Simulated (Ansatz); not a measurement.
**C2H7FInN: up Jacob's ladder to CCSD(T)**

An exercise on one series of results from a longer session: the logs are not shown, and one member is left open.

Program: Ansatz 0.2.0, Gaussian basis. Level of theory: functionals in def2-TZVPP, the program's frozen cores in correlated methods. These are calculated values, not measurements.

The runs, in order: LDA (SPW92), PBE-D4, revPBE-D4, BLYP-D4, r2SCAN-D4, B97M-V, PBE0-D4, B3LYP-D4, r2SCANh-D4, r2SCAN0-D4, HSE06-D4, BHLYP-D4, CAM-B3LYP-D4, LC-ωPBE, ωB97X-V, ωB97M-V, B2PLYP, PBE-QIDH; CCSD(T)/def2-SVP; CCSD(T)/def2-TZVPP; MP2/def2-QZVPP; extrapolation to the limit; RPA on PBE.

## Structure used throughout

An earlier PBE0-D4 in a triple-zeta def2 set relaxation fixed the geometry. In takes the def2 core potential; no spin-orbit term is included.

12 atoms, charge 0, spin multiplicity 1.

Atoms are counted from 1 here; the program's logs count them from 0.

Bond lengths: C1–N2 1.442 Å, C1–H6 1.098 Å, C1–H7 1.093 Å, C1–H8 1.098 Å, N2–In3 1.991 Å, N2–H9 1.008 Å, In3–C4 2.121 Å, In3–F5 1.969 Å, C4–H10 1.089 Å, C4–H11 1.090 Å, C4–H12 1.090 Å. Angles: N2–C1–H6 112.6°, N2–C1–H7 110.5°, N2–C1–H8 112.5°, H6–C1–H7 106.7°, H6–C1–H8 107.5°, H7–C1–H8 106.7°, C1–N2–In3 129.6°, C1–N2–H9 113.8°, In3–N2–H9 116.6°, N2–In3–C4 138.1°, N2–In3–F5 105.3°, C4–In3–F5 116.7°, In3–C4–H10 108.4°, In3–C4–H11 110.1°, In3–C4–H12 110.0°, H10–C4–H11 109.7°, H10–C4–H12 109.6°, H11–C4–H12 108.9°.

Set-up of the first run:

Input file in.yaml:

```yaml
crystal:
  periodic: [false, false, false]
  atoms:
    - {symbol: C, position_ang: [-1.715852, -0.070020, 1.336503]}
    - {symbol: N, position_ang: [-0.622664, 0.812290, 1.009381]}
    - {symbol: In, position_ang: [0.842743, 0.579138, -0.317809]}
    - {symbol: C, position_ang: [1.477166, -0.870359, -1.730823]}
    - {symbol: F, position_ang: [1.933503, 2.212915, -0.177798]}
    - {symbol: H, position_ang: [-2.696420, 0.384307, 1.142156]}
    - {symbol: H, position_ang: [-1.665935, -0.980816, 0.733921]}
    - {symbol: H, position_ang: [-1.701272, -0.385735, 2.388035]}
    - {symbol: H, position_ang: [-0.619323, 1.669760, 1.538704]}
    - {symbol: H, position_ang: [2.355289, -0.485847, -2.247139]}
    - {symbol: H, position_ang: [0.683277, -1.064370, -2.451660]}
    - {symbol: H, position_ang: [1.729488, -1.801273, -1.223461]}
basis:
  gaussian: {orbitals: def2-TZVPP}
hamiltonian: {xc: lda}
output: {orbitals: {seedname: orbitals}}
```

The run is started by

```bash
$ ansatz run in.yaml --threads 2 --pin off --events-out ev --progress --plain --max-ram 32768MiB --backend cpu
```

Among the steps run: LDA; PBE-D4 (GGA); revPBE-D4 (GGA); BLYP-D4 (GGA); r2SCAN-D4 (meta-GGA); B97M-V (meta-GGA); B3LYP-D4 (hybrid); r2SCANh-D4 (hybrid); r2SCAN0-D4 (hybrid); HSE06-D4 (hybrid); BHLYP-D4 (hybrid); CAM-B3LYP-D4 (range-separated); LC-ωPBE (range-separated); ωB97X-V (range-separated); ωB97M-V (range-separated); B2PLYP (double hybrid); PBE-QIDH (double hybrid).

One table of the session follows, with a row left open; its other results are not shown here.

It belongs to the step «Frontier levels by functional». 

```
  functional  HOMO (eV)  gap (eV)
 LDA (SPW92)      -5.41      3.57
      PBE-D4      -5.23      3.62
   revPBE-D4      -5.15      3.66
     BLYP-D4      -5.13      3.54
   r2SCAN-D4      -5.46      4.15
      B97M-V      -5.54      3.98
     PBE0-D4      -6.52      5.79
    B3LYP-D4      -6.32      5.26
  r2SCANh-D4      -5.95      4.95
  r2SCAN0-D4      -6.70      6.15
    HSE06-D4      -6.12      5.02
    BHLYP-D4      -7.77      7.79
CAM-B3LYP-D4      -7.94      8.09
     LC-ωPBE      -9.29     10.57
     ωB97X-V          ?         ?
     ωB97M-V      -8.86      9.61
```

Q: Estimate the row for ωB97X-V from the others.

**Answer.** HOMO (eV): -8.94; gap (eV): 10.08. In the column «HOMO (eV)» it lies between LC-ωPBE (-9.29) and ωB97M-V (-8.86).
